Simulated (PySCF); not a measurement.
# One shape, several levels: GeH4 (germane)

We compute a comparison of 5 runs (HF/STO-3G, HF/def2-SVP, TPSSh/STO-3G, B3LYP/6-311G**, B3LYP/aug-cc-pVDZ) of GeH4 (germane). The job is set up through a Python script.

The results are computed with PySCF 2.14.0.

### Step 1. The molecule

GeH4 has 5 atoms, charge 0, and is taken as a singlet. SMILES: `[GeH4]`. The shape is that of a PBE0-D4/def2-TZVP optimisation.

Bond lengths: Ge1–H2 1.534 Å, Ge1–H3 1.534 Å, Ge1–H4 1.534 Å, Ge1–H5 1.534 Å. Angles: H2–Ge1–H3 109.5°, H2–Ge1–H4 109.5°, H2–Ge1–H5 109.5°, H3–Ge1–H4 109.5°, H3–Ge1–H5 109.5°, H4–Ge1–H5 109.5°.

### Step 2. Energy and forces at HF/STO-3G (run 1)

input.py

```python
# [GeH4]
from pyscf import gto, scf

molecule = gto.Mole()
molecule.atom = '''
Ge     0.000189     0.000189     0.000000
H      2.169595    -1.429200     1.286148
H     -2.340993    -0.056692     1.708690
H     -0.622098    -1.264416    -2.533367
H      0.793307     2.750307    -0.461282
'''
molecule.verbose = 4
molecule.max_memory = 1860
molecule.basis = 'sto-3g'
molecule.charge = 0
molecule.unit = 'bohr'
molecule.spin = 0
molecule.build()

hf = scf.RHF(molecule)
hf.conv_tol = 1e-10
hf.kernel()
if not hf.converged:
    hf = hf.newton().run(hf.mo_coeff, hf.mo_occ)

e_tot = hf.e_tot
print('Final energy', e_tot)
grad = hf.nuc_grad_method().kernel()
hf.analyze()
```

The run is started by

```
$ OMP_NUM_THREADS=1 python input.py
```

What it wrote:

```text
PySCF version 2.14.0

[... 70 lines left out ...]
Two-electron Energy =                  874.480759296405495
[... 7 lines left out ...]
MO #4   energy= -45.4564880125936  occ= 2
[... 5 lines left out ...]
MO #10  energy= -0.66675907852573  occ= 2
[... 5 lines left out ...]
MO #16  energy= -0.412301506345006 occ= 2
[... 5 lines left out ...]
MO #22  energy= 0.516904964319097  occ= 0
[... 30 lines left out ...]
Dipole moment(X, Y, Z, Debye):  0.00058,  0.00054, -0.00017
```

Wall time 2.8 s (1 thread of Intel Xeon at 2.50GHz (Skylake/Cascade Lake), shared host); peak memory 0.12 GiB.

### Step 3. Energy and forces at HF/def2-SVP (run 2)

calc.py

```python
import pyscf.grad
from pyscf import gto

mol = gto.M(
    atom='''
Ge     0.000100     0.000100     0.000000
H      1.148100    -0.756300     0.680600
H     -1.238800    -0.030000     0.904200
H     -0.329200    -0.669100    -1.340600
H      0.419800     1.455400    -0.244100
''',
    verbose=4,
    basis='def2-svp',
    spin=0,
    charge=0,
    max_memory=1860,
)

myscf = mol.RHF()
myscf.conv_tol = 1e-10
myscf.kernel()
if not myscf.converged:
    myscf = myscf.newton().run(myscf.mo_coeff, myscf.mo_occ)

e_final = myscf.e_tot
print('E = %.10f Eh' % e_final)
grad = myscf.Gradients().kernel()
dip = myscf.dip_moment()
pop, q = myscf.mulliken_pop()
```

The run is started by

```
$ OMP_NUM_THREADS=1 python calc.py
```

What it wrote:

```text
PySCF version 2.14.0

[... 55 lines left out ...]
converged SCF energy = -2077.41376301925
[... 12 lines left out ...]
Dipole moment(X, Y, Z, Debye):  0.00059,  0.00042, -0.00008
[... 58 lines left out ...]
charge of    4H =     -0.12544
```

Run time: 5.7 s. Hardware: 1 thread of Intel Xeon at 2.50GHz (Skylake/Cascade Lake), shared host; peak memory 0.12 GiB.

Runs 3 to 4 aren't shown in full; the table further down has their settings and results.

### Step 4. Energy and forces at B3LYP/aug-cc-pVDZ (run 5)

run.py

```python
from pyscf import gto, dft

mol = gto.Mole()
mol.atom = '''
Ge     0.000100     0.000100     0.000000
H      1.148100    -0.756300     0.680600
H     -1.238800    -0.030000     0.904200
H     -0.329200    -0.669100    -1.340600
H      0.419800     1.455400    -0.244100
'''
mol.verbose = 4
mol.max_memory = 1860
mol.charge = 0
mol.spin = 0
mol.basis = 'aug-cc-pvdz'
mol.build()

myscf = dft.RKS(mol, xc='b3lyp')
myscf.conv_tol = 1e-10
myscf.grids.level = 5
myscf.kernel()
if not myscf.converged:
    myscf = myscf.newton().run(myscf.mo_coeff, myscf.mo_occ)

e_final = myscf.e_tot
print(f'total energy: {e_final:.8f} hartree')
grad = myscf.nuc_grad_method().kernel()
dip = myscf.dip_moment()
pop, q = myscf.mulliken_pop()
```

The run is started by

```
$ OMP_NUM_THREADS=1 python run.py
```

What it wrote:

```text
PySCF version 2.14.0

[... 67 lines left out ...]
converged SCF energy = -2079.40590665204
total energy: -2079.40590665 hartree
[... 12 lines left out ...]
Dipole moment(X, Y, Z, Debye):  0.00046,  0.00031, -0.00005
[... 78 lines left out ...]
charge of    4H =      0.21346
```

Wall time 29 s (1 thread of Intel Xeon at 2.50GHz (Skylake/Cascade Lake), shared host); peak memory 0.7 GiB.

### Step 5. The series

```
run              level  integration grid   energy (Eh)  dipole moment (D)  HOMO energy (eV)  LUMO energy (eV)  wall time
  1          HF/STO-3G                 –  -2054.073835               0.00            -11.22             13.96      2.8 s
  2        HF/def2-SVP                 –  -2077.413763               0.00            -12.87              4.63      5.7 s
  3       TPSSh/STO-3G                 5  -2055.464557               0.00             -3.86              8.00       11 s
  4     B3LYP/6-311G**                 5  -2079.404368               0.00             -9.46              0.75       21 s
  5  B3LYP/aug-cc-pVDZ                 5  -2079.405907               0.00             -9.44             -0.42       29 s
```

### Step 6. Results

```
                       quantity           value
            run 5: total energy  -2079.40591 Eh
           run 5: dipole moment          0.00 D
             run 5: HOMO energy        -9.44 eV
             run 5: LUMO energy        -0.42 eV
           run 5: HOMO–LUMO gap         9.01 eV
run 5: largest force on an atom      0.109 eV/Å
```

The HOMO–LUMO gap runs from 9.01 eV (B3LYP/aug-cc-pVDZ) to 25.18 eV (HF/STO-3G). The two ends differ in method and basis. Totals of different functionals can't be ranked against each other. In runs 1, 3 the basis is minimal, so the values are rough. All runs together took 70 s, the longest 29 s.
